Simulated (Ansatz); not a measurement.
**CH₅FSSi: a ladder of functionals and wavefunction methods**

The task here is to estimate one member of a computed series from the others.

The runs use Ansatz 0.2.0, Gaussian basis; functionals in def2-TZVPP, the program's frozen cores in correlated methods.

The runs, in order: LDA (SPW92), PBE-D4, revPBE-D4, BLYP-D4, r2SCAN-D4, B97M-V, PBE0-D4, B3LYP-D4, r2SCANh-D4, r2SCAN0-D4, HSE06-D4, BHLYP-D4, CAM-B3LYP-D4, LC-ωPBE, ωB97X-V, ωB97M-V, B2PLYP, PBE-QIDH; CCSD(T)/def2-SVP; CCSD(T)/def2-TZVPP; MP2/def2-QZVPP; extrapolation to the limit; RPA on PBE.

**The relaxed structure**

All runs share one geometry, relaxed beforehand with PBE0-D4 in a triple-zeta def2 set.

SMILES `C[SiH](F)S`, 9 atoms, charge 0, spin multiplicity 1.

Atoms are counted from 1 here; the program's logs count them from 0.

Bond lengths: C1–Si2 1.851 Å, C1–H5 1.092 Å, C1–H6 1.093 Å, C1–H7 1.093 Å, Si2–F3 1.602 Å, Si2–S4 2.125 Å, Si2–H8 1.481 Å, S4–H9 1.344 Å. Angles: Si2–C1–H5 110.4°, Si2–C1–H6 110.9°, Si2–C1–H7 110.3°, H5–C1–H6 108.4°, H5–C1–H7 108.7°, H6–C1–H7 108.1°, C1–Si2–F3 107.5°, C1–Si2–S4 112.7°, C1–Si2–H8 113.7°, F3–Si2–S4 110.8°, F3–Si2–H8 107.4°, S4–Si2–H8 104.8°, Si2–S4–H9 94.5°.

Coordinates:

```mol
CH5FSSi
  3D, bonds by distance, orders not assigned

  9  8  0  0  0  0  0  0  0  0999 V2000
   -0.2355    0.4684   -1.0330 C   0  0
    0.5274   -0.5596    0.3044 Si  0  0
    1.9298    0.1125    0.6876 F   0  0
   -0.7188   -0.7302    2.0169 S   0  0
   -1.1765    0.0251   -1.3650 H   0  0
   -0.4386    1.4816   -0.6778 H   0  0
    0.4399    0.5379   -1.8895 H   0  0
    0.8032   -1.9562   -0.1029 H   0  0
   -1.0423    0.5743    2.0421 H   0  0
  1  2  8  0
  2  3  8  0
  2  4  8  0
  1  5  8  0
  1  6  8  0
  1  7  8  0
  2  8  8  0
  4  9  8  0
M  END
```

The first run:

Input file in.yaml:

```yaml
crystal:
  periodic: [false, false, false]
  atoms:
    - {symbol: C, position_ang: [-0.235463, 0.468409, -1.033024]}
    - {symbol: Si, position_ang: [0.527368, -0.559642, 0.304382]}
    - {symbol: F, position_ang: [1.929778, 0.112451, 0.687620]}
    - {symbol: S, position_ang: [-0.718757, -0.730238, 2.016880]}
    - {symbol: H, position_ang: [-1.176503, 0.025076, -1.364951]}
    - {symbol: H, position_ang: [-0.438589, 1.481577, -0.677812]}
    - {symbol: H, position_ang: [0.439874, 0.537863, -1.889451]}
    - {symbol: H, position_ang: [0.803196, -1.956197, -0.102851]}
    - {symbol: H, position_ang: [-1.042304, 0.574302, 2.042106]}
basis:
  gaussian: {orbitals: def2-TZVPP}
hamiltonian: {xc: lda}
output: {orbitals: {seedname: orbitals}}
```

Among the steps run: LDA; PBE-D4 (GGA); revPBE-D4 (GGA); BLYP-D4 (GGA); r2SCAN-D4 (meta-GGA); B97M-V (meta-GGA); PBE0-D4 (hybrid); B3LYP-D4 (hybrid); r2SCANh-D4 (hybrid); r2SCAN0-D4 (hybrid); HSE06-D4 (hybrid); BHLYP-D4 (hybrid); CAM-B3LYP-D4 (range-separated); LC-ωPBE-D4 (range-separated; the results give it without D4); ωB97X-V (range-separated); ωB97M-V (range-separated); B2PLYP (double hybrid); PBE-QIDH (double hybrid).

One table of the session follows, with a row left open; its other results are not shown here.

It belongs to the step «Orbital energies across the functionals». 

```
  functional  HOMO (eV)  LUMO (eV)  gap (eV)
 LDA (SPW92)      -6.66      -0.75      5.91
      PBE-D4      -6.53      -0.59      5.94
   revPBE-D4      -6.48      -0.52      5.96
     BLYP-D4      -6.35      -0.53      5.82
   r2SCAN-D4      -6.82      -0.21      6.61
      B97M-V      -6.92      -0.40      6.51
     PBE0-D4      -7.79       0.34      8.13
    B3LYP-D4      -7.52       0.05      7.57
  r2SCANh-D4      -7.28       0.12      7.40
  r2SCAN0-D4      -7.98       0.60      8.57
    HSE06-D4      -7.38      -0.04      7.34
    BHLYP-D4          ?          ?         ?
CAM-B3LYP-D4      -9.12       1.33     10.45
     LC-ωPBE     -10.56       2.62     13.17
     ωB97X-V     -10.18       2.43     12.61
     ωB97M-V     -10.01       2.13     12.14
```

**Question.** Estimate the row for BHLYP-D4.

Worked estimate for «HOMO (eV)». Against the share of exact exchange, BLYP-D4 (0, -6.35), B3LYP-D4 (0.2, -7.52) give a slope of -5.85 per unit share; at 0.5 the line stands at -9.27.

**Answer.** HOMO (eV): -8.88; LUMO (eV): 1.19; gap (eV): 10.07. In «HOMO (eV)» the line misses by -0.39.
